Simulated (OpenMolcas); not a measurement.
**Si2H6O2 (SMILES O[SiH2][SiH2]O) at HF/3-21G**

We compute an optimisation with harmonic vibrations of Si2H6O2. 

Program for the calculation: OpenMolcas 26.06.

1 further run of the same task is left out (set aside as unsound or not needed).

### 1 The system as given

The species is Si2H6O2 (10 atoms), meant as a singlet with charge 0. As SMILES, `O[SiH2][SiH2]O`. The shape is that of a PBE0-D4/def2-TZVP optimisation. This is one conformer, not always the lowest. The run starts from this shape.

Bond lengths: O1–Si2 1.656 Å, Si2–Si3 2.357 Å, Si3–O4 1.656 Å, O1–H5 0.958 Å, Si2–H6 1.487 Å, Si2–H7 1.494 Å, Si3–H8 1.493 Å, Si3–H9 1.487 Å, O4–H10 0.958 Å. Some angles: O1–Si2–Si3 112.1°, Si2–Si3–O4 112.1°, O1–Si2–H6 105.4°, O1–Si2–H7 111.3°, Si3–Si2–H6 110.5°, Si3–Si2–H7 109.5°, Si2–O1–H5 117.4°, Si2–Si3–H8 109.5°, Si2–Si3–H9 110.5°, O4–Si3–H8 111.3°.

### 2 An optimisation with harmonic vibrations at HF/3-21G

Contents of job.inp:

```
&gateway
  baslib
  $CurrDir
  coord
  10
  angstrom
  O       -1.023300       1.887700       1.029000
  Si       0.114300       0.686000       0.959700
  Si      -0.148600      -0.673600      -0.947700
  O        0.987200      -1.877000      -1.014900
  H       -1.013300       2.545500       0.332800
  H       -0.079100      -0.112900       2.199100
  H        1.498300       1.246700       0.986300
  H       -1.533500      -1.232000      -0.975500
  H        0.047500       0.124300      -2.187300
  H        0.975700      -2.534100      -0.318000
  basis
  3-21G
  group
  NoSym
>>> EXPORT MOLCAS_MAXITER=50
>>> Do While

&seward

&scf
  prorbitals
  0

&slapaf
>>> EndDo
>>> COPY $Project.Opt.xyz $CurrDir/final.xyz
>>> COPY $Project.slapaf.h5 $CurrDir/final.slapaf.h5

&mckinley

&mclr
  thermochemistry
  1
  1.0
  298.15
  End of PT
```

The basis set 3-21G is read from a file made from the Basis Set Exchange's data (not shown).

Command:

```bash
$ export MOLCAS_MEM=1860
$ pymolcas job.inp > job.log
```

Log:

```text
--- Start Module: gateway ---

                                              &GATEWAY

                       available to each process: 1.9 GB of memory, 1 thread

 Basis Set     1 Label: O.3-21G
 Basis set is read from library:.
 basistype.tbl is not found

 Basis Set     2 Label: SI.3-21G
 Basis set is read from library:.
 basistype.tbl is not found

 Basis Set     3 Label: O.3-21G
 Basis set is read from library:.
 basistype.tbl is not found

 Basis Set     4 Label: H.3-21G
 Basis set is read from library:.
 basistype.tbl is not found

++    Symmetry information:
      ---------------------

                    Character Table for C1

                             E
                    a        1  x, y, xy, Rz, z, xz, Ry, yz, Rx, I
--

++    Basis set information:
      ----------------------

      Basis set label: O.3-21G.........

      Electronic valence basis set:
      ------------------
      Associated Effective Charge   8.000000 au
      Associated Actual Charge      8.000000 au
      Nuclear Model: Point charge

      Shell  nPrim  nBasis  Cartesian Spherical Contaminant
         s       6       3        X
         p       3       2        X

      Basis set label: SI.3-21G.........

      Electronic valence basis set:
      ------------------
      Associated Effective Charge  14.000000 au
      Associated Actual Charge     14.000000 au
      Nuclear Model: Point charge

      Shell  nPrim  nBasis  Cartesian Spherical Contaminant
         s       9       4        X
         p       6       3        X

      Basis set label: O.3-21G.........

      Electronic valence basis set:
      ------------------
      Associated Effective Charge   8.000000 au
      Associated Actual Charge      8.000000 au
      Nuclear Model: Point charge

      Shell  nPrim  nBasis  Cartesian Spherical Contaminant
         s       6       3        X
         p       3       2        X

      Basis set label: H.3-21G.........

      Electronic valence basis set:
      ------------------
      Associated Effective Charge   1.000000 au
      Associated Actual Charge      1.000000 au
      Nuclear Model: Point charge

      Shell  nPrim  nBasis  Cartesian Spherical Contaminant
         s       3       2        X
--

++    Molecular structure info:
      -------------------------

                    ************************************************
                    **** Cartesian Coordinates / bohr, angstrom ****
                    ************************************************

     Center  Label                x              y              z                     x              y              z
        1      O1              -1.933757       3.567236       1.944528             -1.023300       1.887700       1.029000
        2      SI2              0.215996       1.296352       1.813570              0.114300       0.686000       0.959700
        3      SI3             -0.280813      -1.272920      -1.790893             -0.148600      -0.673600      -0.947700
[... 6 lines of this table left out ...]
       10      H10              1.843806      -4.788755      -0.600933              0.975700      -2.534100      -0.318000

                    ***************************************
                    *    InterNuclear Distances / bohr    *
                    ***************************************

               1 O1            2 SI2           3 SI3           4 O4            5 H5            6 H6
    1 O1       0.000000
    2 SI2      3.129776        0.000000
    3 SI3      6.333459        4.454227        0.000000
    4 O4       8.942340        6.332689        3.129611        0.000000
[... 5 lines of this table left out ...]
   10 H10      9.516929        6.745971        4.276811        1.810178       10.381805        6.894420

               7 H7            8 H8            9 H9           10 H10
    7 H7       0.000000
    8 H8       8.277006        0.000000
    9 H9       6.926907        4.554032        0.000000
   10 H10      7.622125        5.484718        6.386863        0.000000

                    *******************************************
                    *    InterNuclear Distances / angstrom    *
                    *******************************************

               1 O1            2 SI2           3 SI3           4 O4            5 H5            6 H6
    1 O1       0.000000
    2 SI2      1.656206        0.000000
    3 SI3      3.351522        2.357075        0.000000
    4 O4       4.732082        3.351115        1.656119        0.000000
[... 5 lines of this table left out ...]
   10 H10      5.036142        3.569814        2.263191        0.957905        5.493815        3.648370

               7 H7            8 H8            9 H9           10 H10
    7 H7       0.000000
    8 H8       4.380003        0.000000
    9 H9       3.665561        2.409890        0.000000
   10 H10      4.033455        2.902388        3.379782        0.000000

                    **************************************
                    *    Valence Bond Angles / degree    *
                    **************************************
                          Atom centers                 Phi
                      6 H6       2 SI2      7 H7       107.90
                      8 H8       3 SI3      9 H9       107.90
--

            Nuclear Potential Energy            221.90173975 au

--- Stop Module: gateway /rc=_RC_ALL_IS_WELL_ ---

>>> EXPORT MOLCAS_MAXITER = 50

--- Start Module: seward ---

                                              &SEWARD

                       available to each process: 1.9 GB of memory, 1 thread

[... 42 lines left out ...]
      Nuclear repulsion energy =  221.90173975
[... 56 lines left out ...]
       Convergence after  10 Iterations
[... 41 lines left out ...]
      Dipole Moment (debye):
[... 101 lines left out ...]
 Convergence criterion on step/parameter<=: 3.0E-04
[... 35 lines left out ...]
Iter      Energy       Change     Norm      Max    Element    Max     Element     Final Energy Update Update   Index
[... 109 lines left out ...]
Iter      Energy       Change     Norm      Max    Element    Max     Element     Final Energy Update Update   Index
[... 66 lines left out ...]
Iter      Energy       Change     Norm      Max    Element    Max     Element     Final Energy Update Update   Index
[... 67 lines left out ...]
Iter      Energy       Change     Norm      Max    Element    Max     Element     Final Energy Update Update   Index
[... 68 lines left out ...]
Iter      Energy       Change     Norm      Max    Element    Max     Element     Final Energy Update Update   Index
[... 69 lines left out ...]
Iter      Energy       Change     Norm      Max    Element    Max     Element     Final Energy Update Update   Index
[... 70 lines left out ...]
Iter      Energy       Change     Norm      Max    Element    Max     Element     Final Energy Update Update   Index
[... 71 lines left out ...]
Iter      Energy       Change     Norm      Max    Element    Max     Element     Final Energy Update Update   Index
[... 69 lines left out ...]
Iter      Energy       Change     Norm      Max    Element    Max     Element     Final Energy Update Update   Index
[... 69 lines left out ...]
Iter      Energy       Change     Norm      Max    Element    Max     Element     Final Energy Update Update   Index
[... 69 lines left out ...]
Iter      Energy       Change     Norm      Max    Element    Max     Element     Final Energy Update Update   Index
[... 69 lines left out ...]
Iter      Energy       Change     Norm      Max    Element    Max     Element     Final Energy Update Update   Index
[... 69 lines left out ...]
Iter      Energy       Change     Norm      Max    Element    Max     Element     Final Energy Update Update   Index
[... 23 lines left out ...]
  Geometrical information of the final structure
[... 16 lines left out ...]
 * Nuclear coordinates of the final structure / angstrom *
[... 138 lines left out ...]
                                   SCF        iterations: Energy and convergence statistics
[... 14 lines left out ...]
 *                                                       Final Results                                                       *
[... 55 lines left out ...]
>>> COPY job.slapaf.h5 final.slapaf.h5
[... 95 lines left out ...]
      Perturbation no:    1 converged in    6 steps.
[... 29 lines left out ...]
      Perturbation no:    4 converged in    6 steps.
[... 29 lines left out ...]
      Perturbation no:    7 converged in    6 steps.
[... 29 lines left out ...]
      Perturbation no:   10 converged in    6 steps.
[... 29 lines left out ...]
      Perturbation no:   13 converged in    6 steps.
[... 28 lines left out ...]
      Perturbation no:   16 converged in    5 steps.
[... 26 lines left out ...]
      Perturbation no:   19 converged in    5 steps.
[... 27 lines left out ...]
      Perturbation no:   22 converged in    5 steps.
[... 27 lines left out ...]
      Perturbation no:   25 converged in    5 steps.
[... 27 lines left out ...]
      Perturbation no:   28 converged in    6 steps.
[... 30 lines left out ...]
      Perturbation no:   31 converged in    7 steps.
[... 404 lines left out ...]
 Thermal contributions to INTERNAL ENERGY:
[... 83 lines left out ...]
 Thermal contributions to INTERNAL ENERGY:
[... 83 lines left out ...]
 Thermal contributions to INTERNAL ENERGY:
[... 800 lines left out ...]
      Perturbation no:    1 converged in    6 steps.
[... 29 lines left out ...]
      Perturbation no:    4 converged in    6 steps.
[... 29 lines left out ...]
      Perturbation no:    7 converged in    6 steps.
[... 29 lines left out ...]
      Perturbation no:   10 converged in    6 steps.
[... 29 lines left out ...]
      Perturbation no:   13 converged in    6 steps.
[... 28 lines left out ...]
      Perturbation no:   16 converged in    5 steps.
[... 26 lines left out ...]
      Perturbation no:   19 converged in    5 steps.
[... 27 lines left out ...]
      Perturbation no:   22 converged in    5 steps.
[... 27 lines left out ...]
      Perturbation no:   25 converged in    5 steps.
[... 27 lines left out ...]
      Perturbation no:   28 converged in    6 steps.
[... 30 lines left out ...]
      Perturbation no:   31 converged in    7 steps.
[... 404 lines left out ...]
 Thermal contributions to INTERNAL ENERGY:
[... 495 lines left out ...]
                        19        20        21        22        23        24

            Freq.     842.44    899.09    965.55    977.21   1004.58   1026.48

                        25        26        27        28        29        30

            Freq.    1383.43   2278.06   2278.99   2315.03   3967.58   3968.89

 Masses:
 =======
  16  28  28  16   1   1   1   1   1   2

 Frequencies:
 ============
                         1         2         3         4         5         6

            Freq.      i0.92      0.02      0.02      0.03      1.23      2.91

                         7         8         9        10        11        12

            Freq.      39.60     85.27    143.46    192.07    221.42    379.70

                        13        14        15        16        17        18

            Freq.     426.36    595.15    661.02    769.55    826.62    834.51

                        19        20        21        22        23        24

            Freq.     888.91    922.22    975.28   1016.37   1020.51   1029.33

                        25        26        27        28        29        30

            Freq.    2277.85   2278.32   2313.31   2316.67   2892.65   3968.25

 Masses:
 =======
  16  28  28  16   1   1   1   1   1   3

 Frequencies:
 ============
                         1         2         3         4         5         6

            Freq.      i0.92      0.02      0.02      0.03      1.21      2.83

                         7         8         9        10        11        12

            Freq.      38.82     82.55    124.42    192.01    219.28    379.58

                        13        14        15        16        17        18

            Freq.     422.35    519.59    657.03    769.23    826.31    834.28

                        19        20        21        22        23        24

            Freq.     886.22    908.09    975.25   1016.03   1020.43   1029.11

                        25        26        27        28        29        30

            Freq.    2277.84   2278.31   2313.27   2316.46   2434.13   3968.25

  Full substitutions:
  -----------------------

 Masses:
 =======
  16  28  28  16   2   2   2   2   2   2

 Frequencies:
 ============
                         1         2         3         4         5         6

            Freq.      i0.84      0.02      0.02      0.03      1.18      2.67

                         7         8         9        10        11        12

            Freq.      36.21     80.36    138.29    145.90    217.05    273.83

                        13        14        15        16        17        18

            Freq.     404.91    511.59    560.43    571.90    651.74    651.80

                        19        20        21        22        23        24

            Freq.     670.37    727.73    728.68    755.53    922.65    932.61

                        25        26        27        28        29        30

            Freq.    1635.46   1638.24   1663.49   1667.21   2892.16   2893.03

 Masses:
 =======
  16  28  28  16   3   3   3   3   3   3

 Frequencies:
 ============
                         1         2         3         4         5         6

            Freq.      i0.78      0.01      0.02      0.03      1.13      2.44

                         7         8         9        10        11        12

            Freq.      33.03     74.18    115.80    125.78    210.94    226.91

                        13        14        15        16        17        18

            Freq.     379.39    448.45    466.46    472.51    567.03    570.41

                        19        20        21        22        23        24

            Freq.     579.59    604.72    609.97    655.86    901.13    914.63

                        25        26        27        28        29        30

            Freq.    1354.92   1358.68   1383.88   1390.08   2433.43   2434.10

 Masses:
 =======
  18  28  28  18   1   1   1   1   1   1

 Frequencies:
 ============
                         1         2         3         4         5         6

            Freq.      i0.91      0.02      0.02      0.03      1.20      2.90

                         7         8         9        10        11        12

            Freq.      39.40     84.82    187.86    193.82    216.04    379.63

                        13        14        15        16        17        18

            Freq.     428.08    650.19    746.57    767.43    820.27    829.42

                        19        20        21        22        23        24

            Freq.     891.32    956.73    959.96   1016.71   1020.37   1029.64

                        25        26        27        28        29        30

            Freq.    2277.86   2278.35   2313.32   2316.70   3954.16   3955.49

 Masses:
 =======
  17  28  28  17   1   1   1   1   1   1

 Frequencies:
 ============
                         1         2         3         4         5         6

            Freq.      i0.91      0.02      0.02      0.03      1.22      2.95

                         7         8         9        10        11        12

            Freq.      39.94     86.10    188.28    194.37    219.76    379.71

                        13        14        15        16        17        18

            Freq.     428.44    650.52    752.17    773.59    823.90    832.45

                        19        20        21        22        23        24

            Freq.     891.75    964.49    968.01   1017.77   1020.49   1030.45

                        25        26        27        28        29        30

            Freq.    2277.87   2278.35   2313.32   2316.70   3960.47   3961.78

 Masses:
 =======
  16  29  29  16   1   1   1   1   1   1

 Frequencies:
 ============
                         1         2         3         4         5         6

            Freq.      i0.91      0.02      0.02      0.03      1.24      3.00

                         7         8         9        10        11        12

            Freq.      40.35     87.04    188.61    194.99    222.47    379.54

                        13        14        15        16        17        18

            Freq.     422.37    648.08    756.82    778.70    826.65    835.50

                        19        20        21        22        23        24

            Freq.     890.53    971.04    974.61   1015.26   1019.68   1029.40

                        25        26        27        28        29        30

            Freq.    2276.48   2277.08   2311.97   2315.64   3967.58   3968.90

 Masses:
 =======
  16  30  30  16   1   1   1   1   1   1

 Frequencies:
 ============
                         1         2         3         4         5         6

            Freq.      i0.90      0.02      0.02      0.03      1.23      2.99

                         7         8         9        10        11        12

            Freq.      40.18     86.62    188.53    194.98    221.21    379.31

                        13        14        15        16        17        18

            Freq.     416.23    645.45    756.09    777.95    825.09    834.76

                        19        20        21        22        23        24

            Freq.     888.95    968.70    972.14   1011.75   1018.85   1027.48

                        25        26        27        28        29        30

            Freq.    2275.18   2275.88   2310.72   2314.66   3967.58   3968.89

--

      The response parameters are written to the file RESP.
--- Stop Module: mclr /rc=_RC_ALL_IS_WELL_ ---
--- Module mclr spent 2 seconds ---

.##################.
.# Happy landing! #.
.##################.

    Timing: Wall=32.74 User=25.55 System=7.05
```

Wall time 33 s (1 thread of Arm Neoverse V2, shared host); peak memory 0.39 GiB.

### 3 Results

At HF/3-21G:

| quantity | value |
| --- | --- |
| total energy | -727.21867 Eh |
| dipole moment | 0.00 D |
| HOMO energy | -10.15 eV |
| LUMO energy | 2.82 eV |
| HOMO–LUMO gap | 12.96 eV |
| lowest harmonic wavenumber | 41 cm⁻¹ |
| highest harmonic wavenumber | 3969 cm⁻¹ |
| zero-point energy | 170.1 kJ/mol |
| ideal-gas entropy at 298.15 K and 1 atm (symmetry number 1 as used) | 85.1 cal/(mol K) |

At the final geometry: Bond lengths: O1–Si2 1.685 Å, Si2–Si3 2.374 Å, Si3–O4 1.685 Å, O1–H5 0.961 Å, Si2–H6 1.481 Å, Si2–H7 1.488 Å, Si3–H8 1.488 Å, Si3–H9 1.481 Å, O4–H10 0.961 Å. Some angles: O1–Si2–Si3 110.9°, Si2–Si3–O4 110.9°, O1–Si2–H6 106.4°, O1–Si2–H7 112.3°, Si3–Si2–H6 109.8°, Si3–Si2–H7 109.0°, Si2–O1–H5 125.6°, Si2–Si3–H8 109.0°, Si2–Si3–H9 109.8°, O4–Si3–H8 112.3°. All 24 modes are real, so the shape is a minimum at this level.
